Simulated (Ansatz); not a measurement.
**F₃H₂NZr: one species, many methods**

An exercise on one series of results from a longer session: the logs are not shown, and one member is left open.

Method: functionals in def2-TZVPP, the program's frozen cores in correlated methods; program: Ansatz 0.2.0, Gaussian basis.

The runs, in order: LDA (SPW92), PBE-D4, revPBE-D4, BLYP-D4, r2SCAN-D4, B97M-V, PBE0-D4, B3LYP-D4, r2SCANh-D4, r2SCAN0-D4, HSE06-D4, BHLYP-D4, CAM-B3LYP-D4, LC-ωPBE, ωB97X-V, ωB97M-V, B2PLYP, PBE-QIDH; CCSD(T)/def2-SVP; CCSD(T)/def2-TZVPP; MP2/def2-QZVPP; extrapolation to the limit; RPA on PBE.

**The geometry**

The geometry comes from an earlier relaxation with PBE0-D4 in a triple-zeta def2 set; it is a stationary point, not always the lowest conformer. Zr takes the def2 core potential; no spin-orbit term is included.

SMILES `[NH2][Zr]([F])([F])[F]`, 7 atoms, charge 0, spin multiplicity 1.

Atoms are counted from 1 here; the program's logs count them from 0.

Bond lengths: N1–Zr2 2.016 Å, N1–H6 1.011 Å, N1–H7 1.011 Å, Zr2–F3 1.905 Å, Zr2–F4 1.903 Å, Zr2–F5 1.909 Å. Angles: Zr2–N1–H6 125.3°, Zr2–N1–H7 125.9°, H6–N1–H7 108.8°, N1–Zr2–F3 108.4°, N1–Zr2–F4 107.6°, N1–Zr2–F5 109.6°, F3–Zr2–F4 114.1°, F3–Zr2–F5 107.2°, F4–Zr2–F5 109.9°.

Geometry (Å):

```xyz
7
charge 0, multiplicity 1
N    -0.6180    0.8120    0.7097
Zr    0.3704   -0.5230   -0.4320
F     1.6254   -1.4421    0.6672
F    -0.9257   -1.6543   -1.2447
F     1.3647    0.3967   -1.7767
H    -1.6040    1.0262    0.6382
H    -0.2129    1.3845    1.4383
```

Set-up of the first run:

The input, in.yaml:

```yaml
crystal:
  periodic: [false, false, false]
  atoms:
    - {symbol: N, position_ang: [-0.618045, 0.812027, 0.709665]}
    - {symbol: Zr, position_ang: [0.370437, -0.523018, -0.432038]}
    - {symbol: F, position_ang: [1.625439, -1.442104, 0.667208]}
    - {symbol: F, position_ang: [-0.925668, -1.654275, -1.244680]}
    - {symbol: F, position_ang: [1.364745, 0.396720, -1.776684]}
    - {symbol: H, position_ang: [-1.603974, 1.026199, 0.638198]}
    - {symbol: H, position_ang: [-0.212934, 1.384460, 1.438332]}
basis:
  gaussian: {orbitals: def2-TZVPP}
hamiltonian: {xc: lda}
output: {orbitals: {seedname: orbitals}}
```

Command:

```
> ansatz run in.yaml --threads 4 --pin off --events-out ev --progress --plain --max-ram 10444MiB
```

Among the steps run: LDA; PBE-D4 (GGA); revPBE-D4 (GGA); BLYP-D4 (GGA); r2SCAN-D4 (meta-GGA); B97M-V (meta-GGA); B3LYP-D4 (hybrid); r2SCANh-D4 (hybrid); r2SCAN0-D4 (hybrid); HSE06-D4 (hybrid); BHLYP-D4 (hybrid); CAM-B3LYP-D4 (range-separated); LC-ωPBE (range-separated); ωB97X-V (range-separated); ωB97M-V (range-separated); B2PLYP (double hybrid); PBE-QIDH (double hybrid).

One table of the session follows, with a row left open; its other results are not shown here.

It belongs to the step «Frontier levels by functional». 

| functional | HOMO (eV) | gap (eV) |
| --- | --- | --- |
| LDA (SPW92) | -6.96 | 4.73 |
| PBE-D4 | -6.72 | 4.79 |
| revPBE-D4 | -6.63 | 4.82 |
| BLYP-D4 | -6.61 | 4.75 |
| r2SCAN-D4 | -7.03 | 5.31 |
| B97M-V | -7.06 | 5.37 |
| PBE0-D4 | -8.18 | 7.17 |
| B3LYP-D4 | -7.94 | 6.64 |
| r2SCANh-D4 | -7.58 | 6.19 |
| r2SCAN0-D4 | -8.41 | 7.53 |
| HSE06-D4 | -7.77 | 6.37 |
| BHLYP-D4 | -9.55 | 9.38 |
| CAM-B3LYP-D4 | ? | ? |
| LC-ωPBE | -11.02 | 12.10 |
| ωB97X-V | -10.63 | 11.58 |
| ωB97M-V | -10.54 | 10.94 |

**Question.** Estimate the row for CAM-B3LYP-D4.

**Answer.** HOMO (eV): -9.64; gap (eV): 9.63. In the column «HOMO (eV)» it lies between ωB97M-V (-10.54) and BHLYP-D4 (-9.55).
